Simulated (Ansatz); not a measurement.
# The iodine atom (doublet): the correlation ladder, def2-TZVP

Aim: climb from Hartree-Fock through coupled cluster and multireference methods for the iodine atom (doublet) at one geometry and basis, and see what each rung misses.

The runs use Ansatz 0.2.0, Gaussian basis; def2-TZVP, core rule «outside noble gas», up to 9 orbitals frozen.

Plan: UHF; CCSD(T) on ROHF; CCSD(T) on UHF; BCCD(T) on ROHF; CISD; CCSDT(Q) on ROHF; CCSDT(Q) on UHF; CASSCF and MRCISD+Q, 7 electrons in 4 orbitals; CASSCF and MRCISD+Q(relaxed), 7 electrons in 4 orbitals; CASSCF and NEVPT4(SD), 7 electrons in 4 orbitals; CASSCF and NEVPT2, 7 electrons in 4 orbitals.

2 further runs of the same task are left out: 2 set aside as unsound or not needed.

## Step 1: The atom

A free atom, in its lowest state of this spin that the program finds. No spin-orbit coupling is included. Elements past krypton take def2 core potentials.

1 atom, charge 0, spin multiplicity 2.

## Step 2: UHF

Contents of in.yaml:

```yaml
crystal:
  periodic: [false, false, false]
  atoms:
    - {symbol: I, position_ang: [0.000000, 0.000000, 0.000000]}
basis:
  gaussian: {orbitals: def2-TZVP}
magnetization: {spin_polarized: true, initial_magnetization: 1}
hamiltonian: {xc: hf}
output: {orbitals: {seedname: orbitals}}
```

Launch:

```
ansatz run in.yaml --threads 1 --pin off --events-out ev --progress --plain --max-ram 2393MiB
```

After this run come: CCSD(T) on ROHF; CCSD(T) on UHF; BCCD(T) on ROHF; CISD; CCSDT(Q) on ROHF; CCSDT(Q) on UHF; CASSCF and MRCISD+Q, 7 electrons in 4 orbitals; CASSCF and MRCISD+Q(relaxed), 7 electrons in 4 orbitals; CASSCF and NEVPT4(SD), 7 electrons in 4 orbitals; CASSCF and NEVPT2, 7 electrons in 4 orbitals.

Q: Predict the results of all the runs planned. Wanted: UCCSDT(Q) below the RHF energy; RMP2 from UCCSDT(Q); UMP2 from UCCSDT(Q); RCCSD from UCCSDT(Q); RCCSD(T) from UCCSDT(Q); UCCSD(T) from UCCSDT(Q); RCCSDT(Q) from UCCSDT(Q); NEVPT2 valence from UCCSDT(Q); NEVPT4(SD) valence from UCCSDT(Q).

As calculated:

```
                         quantity                                                                                                value
   UCCSDT(Q) below the RHF energy                                                                                           -3.8323 eV
              RMP2 from UCCSDT(Q)                                                                                           +612.6 meV
              UMP2 from UCCSDT(Q)                                                                                           +626.2 meV
             RCCSD from UCCSDT(Q)                                                                                           +134.4 meV
          RCCSD(T) from UCCSDT(Q)                                                                                            +22.5 meV
          UCCSD(T) from UCCSDT(Q)                                                                                            +17.7 meV
         RCCSDT(Q) from UCCSDT(Q)                                                                                             +5.1 meV
    NEVPT2 valence from UCCSDT(Q)                                                                                           +994.7 meV
NEVPT4(SD) valence from UCCSDT(Q)                                                                                           +122.0 meV
  MRCISD+Q valence from UCCSDT(Q)                                                                                            +29.3 meV
levels within 1 kcal/mol (43 meV)  RCCSD(T), UCCSD(T), BCCD(T), RCCSDT, UCCSDT, RCCSDT(Q), MRCISD+Q valence, MRCISD+Q(relaxed) valence
                    T1 diagnostic                                                                                                0.014
   effectively unpaired electrons                                                                                                 1.00
```

What this shows: RCCSD(T) lands +22.5 meV from the yardstick (0.6 % of the correlation energy). One determinant dominates. Of the multireference levels listed MRCISD+Q valence comes nearest in total energy (+29.3 meV), which doesn't show that its space is the better one. These misses are within one basis, not against nature; the frozen cores of restricted and unrestricted runs differ, which can shift their rows.
